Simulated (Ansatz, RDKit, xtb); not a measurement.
# C3H6GeN2: ranking a sample of isomers, part 2 of 2

Which of a sample of isomers of C3H6GeN2 is the most stable in the gas at 298.15 K, and what are its properties? The sample is small against all isomers, and the most stable one of this formula need not be in it.

xtb, Ansatz and PySCF; isolated molecules. Earlier steps stand in the parts before.

## (7) Harmonic analysis of the finalists

The lowest few in one piece go on as finalists. In this search the thermal terms come from GFN2-xTB at its own nearest minimum. The first, c741a:

start.xyz reads:

```xyz
12
c741a
C     -1.470957    -0.154071    -1.505370
C     -1.696301    -1.230714    -0.672668
C     -1.203778    -0.805016     0.582118
Ge    -0.299588     2.532253    -1.205540
N     -0.884293     0.814731    -0.751646
N     -0.718403     0.424527     0.521335
H     -0.624554     2.676391    -2.699404
H      1.206708     2.601052    -0.937890
H     -1.080345     3.534715    -0.350634
H     -1.681013    -0.007180    -2.563350
H     -2.150115    -2.184319    -0.931213
H     -1.186099    -1.351899     1.524947
```

Started as:

```console
$ xtb start.xyz --gfn 2 --ohess tight
```

The log of the run (excerpt; [...] marks lines left out):

```text
* xtb version 6.7.1
[...]
          :  # basis functions                  36          :
[...]
          :  # electrons                        32          :
[...]
          :  Hamiltonian                  GFN2-xTB          :
[...]
          :  net charge                          0          :
          :  unpaired electrons                  0          :
[...]
   *** convergence criteria satisfied after 13 iterations ***
[...]
   *** GEOMETRY OPTIMIZATION CONVERGED AFTER 9 ITERATIONS ***
[...]
   *** convergence criteria satisfied after 3 iterations ***
[...]
         ::                     SUMMARY                     ::
         :::::::::::::::::::::::::::::::::::::::::::::::::::::
         :: total energy             -17.240240430983 Eh    ::
         :: gradient norm              0.000172329895 Eh/a0 ::
         :: HOMO-LUMO gap              4.751983985661 eV    ::
         ::.................................................::
         :: SCC energy               -17.459755364236 Eh    ::
         :: -> isotropic ES            0.005922296339 Eh    ::
         :: -> anisotropic ES          0.001825804879 Eh    ::
         :: -> anisotropic XC          0.013730016593 Eh    ::
         :: -> dispersion             -0.008469092891 Eh    ::
         :: repulsion energy           0.219514933253 Eh    ::
         :: add. restraining           0.000000000000 Eh    ::
         :: total charge              -0.000000000000 e     ::
         :::::::::::::::::::::::::::::::::::::::::::::::::::::
[...]
        16        2.0000           -0.3907870             -10.6339 (HOMO)
        17                         -0.2161548              -5.8819 (LUMO)
[...]
molecular dipole:
                 x           y           z       tot (Debye)
 q only:        0.122       0.596      -0.475
   full:       -0.090       0.215      -0.697       1.869
molecular quadrupole (traceless):
[...]
          | TOTAL ENERGY              -17.240240430982 Eh   |
          | TOTAL ENTHALPY            -17.151829735865 Eh   |
          | TOTAL FREE ENERGY         -17.191460741042 Eh   |
          | GRADIENT NORM               0.000172361238 Eh/α |
[...]
```

It took 0.2 s on 2 threads of Intel Xeon 6975P-C (Granite Rapids), shared host.

## (8) Thermal terms of the finalists

As xtb prints them, at 298.15 K, with its own treatment of low modes:

| label | SMILES | spin | lowest mode (cm⁻¹) | zero-point (kcal/mol) | G − E (kcal/mol) |
| --- | --- | --- | --- | --- | --- |
| c741a | [GeH3][n]1cccn1 | singlet | 49 | 50.6 | 30.6 |
| c812a | [GeH3][c]1cn[nH]c1 | singlet | 20 | 51.0 | 31.0 |
| c446a | [GeH3][c]1ccn[nH]1 | singlet | 9i | 51.0 | 30.8 |
| c744a | [GeH3][c]1cc[nH]n1 | singlet | 52i | 50.9 | 31.7 |

c446a, c744a keep an imaginary mode, so the thermal terms were not taken at a true minimum.

## (9) The final energy

Single points at CCSD(T)/def2-SVP + MP2/def2-TZVPP - MP2/def2-SVP on the refined geometries decide the order.

c741a, CCSD(T)/def2-SVP:

input.yaml reads:

```yaml
crystal:
  periodic: [false, false, false]
  atoms:
    - {symbol: C, position_ang: [-1.470957, -0.154071, -1.505370]}
    - {symbol: C, position_ang: [-1.696301, -1.230714, -0.672668]}
    - {symbol: C, position_ang: [-1.203778, -0.805016, 0.582118]}
    - {symbol: Ge, position_ang: [-0.299588, 2.532253, -1.205540]}
    - {symbol: N, position_ang: [-0.884293, 0.814731, -0.751646]}
    - {symbol: "N", position_ang: [-0.718403, 0.424527, 0.521335]}
    - {symbol: H, position_ang: [-0.624554, 2.676391, -2.699404]}
    - {symbol: H, position_ang: [1.206708, 2.601052, -0.937890]}
    - {symbol: H, position_ang: [-1.080345, 3.534715, -0.350634]}
    - {symbol: H, position_ang: [-1.681013, -0.007180, -2.563350]}
    - {symbol: H, position_ang: [-2.150115, -2.184319, -0.931213]}
    - {symbol: H, position_ang: [-1.186099, -1.351899, 1.524947]}
basis:
  gaussian:
    orbitals: def2-SVP
correlation:
  method: ccsd_t
  frozen_orbitals: {Ge: 9, "N": 1, H: 0, C: 1}
```

Started as:

```console
$ ansatz run input.yaml --threads 2 --pin off --max-ram 5220MiB --events-out events.jsonl --progress --plain --runs-dir runs
```

The log of the run (excerpt; [...] marks lines left out):

```text
Warning: RAYON_NUM_THREADS=2 ignored (pool sized by the plan → 2); use --threads N
Functional definition: HF
  name "HF"
[...]
1350 factors; integrals over basis functions are off by at most 1.4e-3 eV
[...]
mean field -62610.63177492 eV, -2300.8982787179 hartree, gradient 4.2e-6 eV, S^2 0.000000; 0 other end points of the search recorded, 0 dependent functions left out
14 core orbitals not correlated: weight in the atoms' cores, before any rotation towards them, 1.000 or more for the frozen orbitals, at most 0.000 for the correlated occupied ones
reference -62610.63177492 eV, -2300.8982787179 hartree; 21, 21 occupied and 97, 97 virtual orbitals, 1350 factors
second order -26.05252881 eV of doubles, -0.00000000 eV of singles
cycle   1  -25.79406630 eV  change    2.6e-1 eV  update   1.3e-1
[...]
cycle   9  -26.78900627 eV  change   -2.1e-5 eV  update   3.5e-5
perturbative correction -1.06013857 eV, -0.0389593738 hartree
Total energy: -62638.48091976 eV, -2301.9217159139 hartree
```

Run time: 14 s. Hardware: 2 threads of Intel Xeon 6975P-C (Granite Rapids), shared host; peak memory 1 GiB.

## (10) c741a at MP2/def2-TZVPP

Changes to input.yaml since step 9:

```diff
@@ -7,3 +7,3 @@
     - {symbol: Ge, position_ang: [-0.299588, 2.532253, -1.205540]}
-    - {symbol: N, position_ang: [-0.884293, 0.814731, -0.751646]}
+    - {symbol: "N", position_ang: [-0.884293, 0.814731, -0.751646]}
     - {symbol: "N", position_ang: [-0.718403, 0.424527, 0.521335]}
@@ -17,5 +17,7 @@
   gaussian:
-    orbitals: def2-SVP
+    orbitals: def2-TZVPP
+magnetization:
+  spin_polarized: false
 correlation:
-  method: ccsd_t
+  method: mp2
   frozen_orbitals: {Ge: 9, "N": 1, H: 0, C: 1}
```

Started as:

```console
$ ansatz run input.yaml --threads 2 --pin off --max-ram 5220MiB --events-out events.jsonl --progress --plain --runs-dir runs
```

The log of the run:

```text
Warning: RAYON_NUM_THREADS=2 ignored (pool sized by the plan → 2); use --threads N
[... 2 set-up lines as earlier in the session ...]
  exchange = exact_x
  correlation = 0
1755 factors; integrals over basis functions are off by at most 1.1e-3 eV
mean field evaluation 1: about -62620.5320 eV, gradient 3.6e1 eV
mean field evaluation 2: about -62620.9318 eV, gradient 3.6e1 eV
mean field evaluation 4: about -62624.6562 eV, gradient 5.1e0 eV
mean field evaluation 8: about -62624.7333 eV, gradient 3.9e-1 eV
mean field evaluation 16: about -62624.7345 eV, gradient 2.7e-6 eV
mean field -62624.73453113 eV, -2301.4165454492 hartree, gradient 2.6e-6 eV, S^2 0.000000; 0 other end points of the search recorded, 0 dependent functions left out
14 core orbitals not correlated: weight in the atoms' cores, before any rotation towards them, 1.000 or more for the frozen orbitals, at most 0.000 for the correlated occupied ones
reference -62624.73453113 eV, -2301.4165454492 hartree; 21, 21 occupied and 252, 252 virtual orbitals, 1755 factors
second order -31.12154608 eV of doubles, -0.00000000 eV of singles
Total energy: -62655.85607721 eV, -2302.5602411727 hartree
```

Run time: 7.8 s. Hardware: 2 threads of Intel Xeon 6975P-C (Granite Rapids), shared host; peak memory 0.87 GiB.

## (11) c812a at CCSD(T)/def2-SVP

input.yaml reads:

```yaml
crystal:
  periodic: [false, false, false]
  atoms:
    - {symbol: C, position_ang: [-0.943188, 0.655403, -0.838090]}
    - {symbol: C, position_ang: [-0.711434, -0.335156, -1.830494]}
    - {symbol: C, position_ang: [-1.462040, -0.075845, 0.220147]}
    - {symbol: Ge, position_ang: [-0.630266, 2.556042, -0.900285]}
    - {symbol: "N", position_ang: [-1.053492, -1.546138, -1.420325]}
    - {symbol: N, position_ang: [-1.502951, -1.364911, -0.182122]}
    - {symbol: H, position_ang: [-1.445629, 3.208142, -2.032085]}
    - {symbol: H, position_ang: [0.860791, 2.858044, -1.138301]}
    - {symbol: H, position_ang: [-1.060134, 3.164120, 0.447300]}
    - {symbol: H, position_ang: [-0.304894, -0.201565, -2.833181]}
    - {symbol: H, position_ang: [-1.828433, -2.163265, 0.347892]}
    - {symbol: H, position_ang: [-1.797312, 0.228161, 1.210226]}
basis:
  gaussian: {orbitals: def2-SVP}
correlation: {method: ccsd_t, frozen_orbitals: {Ge: 9, "N": 1, H: 0, C: 1}}
```

Started as:

```console
$ ansatz run input.yaml --threads 2 --pin off --max-ram 5220MiB --events-out events.jsonl --progress --plain --runs-dir runs
```

The log of the run (excerpt; [...] marks lines left out):

```text
Warning: RAYON_NUM_THREADS=2 ignored (pool sized by the plan → 2); use --threads N
[... 2 set-up lines as earlier in the session ...]
[...]
1348 factors; integrals over basis functions are off by at most 1.3e-3 eV
[...]
mean field -62610.41615078 eV, -2300.8903546767 hartree, gradient 6.9e-6 eV, S^2 0.000000; 0 other end points of the search recorded, 0 dependent functions left out
14 core orbitals not correlated: weight in the atoms' cores, before any rotation towards them, 1.000 or more for the frozen orbitals, at most 0.000 for the correlated occupied ones
reference -62610.41615078 eV, -2300.8903546767 hartree; 21, 21 occupied and 97, 97 virtual orbitals, 1348 factors
second order -26.06104218 eV of doubles, -0.00000000 eV of singles
cycle   1  -25.83415058 eV  change    2.3e-1 eV  update   1.3e-1
[...]
cycle   9  -26.80388508 eV  change   -3.3e-5 eV  update   3.7e-5
perturbative correction -1.06015507 eV, -0.0389599803 hartree
Total energy: -62638.28019093 eV, -2301.9143392654 hartree
```

Run time: 12 s. Hardware: 2 threads of Intel Xeon 6975P-C (Granite Rapids), shared host; peak memory 1 GiB.

## (12) Free energies and the winner

Energies in kcal/mol from c741a; G adds the thermal terms to the CCSD(T)/def2-SVP + MP2/def2-TZVPP - MP2/def2-SVP energy. The columns left of the relaxed level are at the tight-binding geometries.

| label | SMILES | spin | GFN2-xTB | HF/STO-3G | r2SCAN-D4/def2-SVP | PBE0-D3(BJ)/def2-SVP | HF/def2-SVP | MP2/def2-SVP | CCSD(T)/def2-SVP + MP2/def2-TZVPP - MP2/def2-SVP | G | share at equilibrium | T1 |
| --- | --- | --- | --- | --- | --- | --- | --- | --- | --- | --- | --- | --- |
| c741a | [GeH3][n]1cccn1 | singlet | 0.0 | 0.0 | 0.0 | 0.0 | 0.0 | 0.0 | 0.0 | 0.0 | 100.0 % | 0.012 |
| c812a | [GeH3][c]1cn[nH]c1 | singlet | 14.3 | 12.3 | 2.1 | 2.5 | 5.0 | 4.8 | 4.5 | 4.9 | < 0.1 % | 0.012 |
| c446a | [GeH3][c]1ccn[nH]1 | singlet | 13.6 | 11.8 | 2.4 | 2.9 | 6.6 | 5.3 | 5.1 | 5.3 | < 0.1 % | 0.011 |
| c744a | [GeH3][c]1cc[nH]n1 | singlet | 13.5 | 12.8 | 3.5 | 3.9 | 7.2 | 6.1 | 6.0 | 7.1 | < 0.1 % | 0.011 |

Lowest found: c741a, `[GeH3][n]1cccn1`, a singlet. Bond lengths: C1–C2 1.380 Å, C2–C3 1.414 Å, C1–N5 1.360 Å, Ge4–N5 1.870 Å, C3–N6 1.323 Å, N5–N6 1.342 Å, Ge4–H7 1.536 Å, Ge4–H8 1.531 Å, Ge4–H9 1.531 Å, C1–H10 1.089 Å, C2–H11 1.087 Å, C3–H12 1.090 Å. Some angles: C1–C2–C3 104.1°, C2–C1–N5 107.0°, C2–C3–N6 111.5°, C1–N5–Ge4 130.9°, C1–N5–N6 111.8°, Ge4–N5–N6 117.3°, C3–N6–N5 105.6°, C1–C2–H11 127.5°, C3–C2–H11 128.4°, C2–C1–H10 131.3°.

```xyz
12

C    -1.4710   -0.1541   -1.5054
C    -1.6963   -1.2307   -0.6727
C    -1.2038   -0.8050    0.5821
Ge   -0.2996    2.5323   -1.2055
N    -0.8843    0.8147   -0.7516
N    -0.7184    0.4245    0.5213
H    -0.6246    2.6764   -2.6994
H     1.2067    2.6011   -0.9379
H    -1.0803    3.5347   -0.3506
H    -1.6810   -0.0072   -2.5633
H    -2.1501   -2.1843   -0.9312
H    -1.1861   -1.3519    1.5249
```

## (13) What came out

What follows sums up all 2 parts.

```
                                 quantity                                                                  value
                   lowest structure found                                               [GeH3][n]1cccn1, singlet
                            next finalist                  [GeH3][c]1cn[nH]c1, singlet, 4.9 kcal/mol higher in G
share at equilibrium, among the finalists                                                                100.0 %
                                   funnel  4 starts, 4 minima at GFN2-xTB, 7 screening runs, 4 relaxed, 4 ranked
                     CPU time of all runs                                                                  9 min
```

What this shows: The lowest structure found is `[GeH3][n]1cccn1`. Among the finalists first place is clear (4.9 kcal/mol); structures outside the list aren't covered. GFN2-xTB, HF/STO-3G, r2SCAN-D4/def2-SVP, PBE0-D3(BJ)/def2-SVP, HF/def2-SVP and MP2/def2-SVP already put its bonding pattern lowest among the structures in one piece. The largest share of the time went into the relaxations (64 %). Lowest found is not proven lowest: the search is finite, and each finalist counts with one conformer. Only 4 drawn patterns were tried, so whole families of isomers are missing, and the result ranks this sample alone.
